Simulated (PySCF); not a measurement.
# EuN3O6 (Eu(NO2)3): the cost of one run

Program: PySCF 2.14.0. Level of theory: B3LYP, Eu lcecp-1-SVP with ECP52, O def2-SVP, N def2-SVP; scalar-relativistic core potentials, no spin–orbit coupling. These are calculated values, not measurements.

4 further runs of the same task are left out: 2 for a known fault of the program, 2 that didn't finish.

## Step 1: The starting structure

10 atoms, charge 0, spin multiplicity 1.

Bond lengths: Eu1–O2 2.392 Å, Eu1–O3 2.392 Å, Eu1–N4 2.852 Å, Eu1–O5 2.392 Å, Eu1–O6 2.392 Å, Eu1–N7 2.852 Å, Eu1–O8 2.392 Å, Eu1–O9 2.392 Å, Eu1–N10 2.852 Å, O2–N4 1.264 Å, O3–N4 1.264 Å, O5–N7 1.264 Å, O6–N7 1.264 Å, O8–N10 1.264 Å, O9–N10 1.264 Å. Angles: O2–Eu1–O3 52.1°, O2–Eu1–N4 26.0°, O2–Eu1–O5 102.2°, O2–Eu1–O6 126.6°, O2–Eu1–N7 116.7°, O2–Eu1–O8 102.2°, O2–Eu1–O9 126.6°, O2–Eu1–N10 116.7°, O3–Eu1–N4 26.0°, O3–Eu1–O5 126.6°, O3–Eu1–O6 102.2°, O3–Eu1–N7 116.7°, O3–Eu1–O8 126.6°, O3–Eu1–O9 102.2°, O3–Eu1–N10 116.7°, N4–Eu1–O5 116.7°, N4–Eu1–O6 116.7°, N4–Eu1–N7 120.0° and more.

Coordinates:

```
atom    x (Å)    y (Å)    z (Å)
 Eu1   0.0000   0.0000   0.0000
  O2   2.1494   0.0000   1.0500
  O3   2.1494   0.0000  -1.0500
  N4   2.8524   0.0000   0.0000
  O5  -1.0747   1.8614   1.0500
  O6  -1.0747   1.8614  -1.0500
  N7  -1.4262   2.4702   0.0000
  O8  -1.0747  -1.8614   1.0500
  O9  -1.0747  -1.8614  -1.0500
 N10  -1.4262  -2.4702   0.0000
```

Formal oxidation states: Eu +3. Each metal's 6 4f electrons lie in its core potential, so multiplicities, spins and levels count the valence alone. An earlier session relaxed this geometry at B3LYP, Eu lcecp-1-SVP with ECP52, O def2-SVP, N def2-SVP (singlet, point group D3h).

Its energy there is -650.406915 Eh.

## Step 2: Atoms moved at random, σ = 0.1 Å

The input, run.py (the lines that set the calculation):

```python
mol = gto.M(atom='''
Eu    -0.00779     0.04699     0.00898
O      2.17439    -0.05115     1.14111
O      2.06709     0.27513    -1.13043
N      3.00926    -0.07243    -0.15749
O     -1.02761     1.76853     1.03816
O     -1.23479     1.61555    -1.03265
N     -1.32798     2.56179     0.05375
O     -1.09002    -1.96441     1.06981
O     -1.13262    -1.60635    -1.12853
N     -1.42994    -2.57365     0.13729''',
    basis={'Eu': 'lcecp-1-SVP', 'O': 'def2-SVP', 'N': 'def2-SVP'},
    ecp={'Eu': 'lcecp-1-SVP'},
    charge=0, spin=0)
mf = dft.RKS(mol, xc='B3LYP')
mf.grids.atom_grid = (50, 194)  # f atoms: unpruned, at least (60, 302)
mf = mf.density_fit()  # fitting sets: Eu AutoAux, O def2-universal-JKFIT, N def2-universal-JKFIT
mf.conv_tol = 1e-08; mf.max_cycle = 55
mf.kernel(dm0)  # dm0: the density of the relaxed state
```

Launch:

```console
> OMP_NUM_THREADS=4 python run.py
```

**Question.** How long does this run take on 4 threads of Intel Xeon Platinum 8259CL at 2.50GHz (Skylake/Cascade Lake), shared host?

About 14 s.
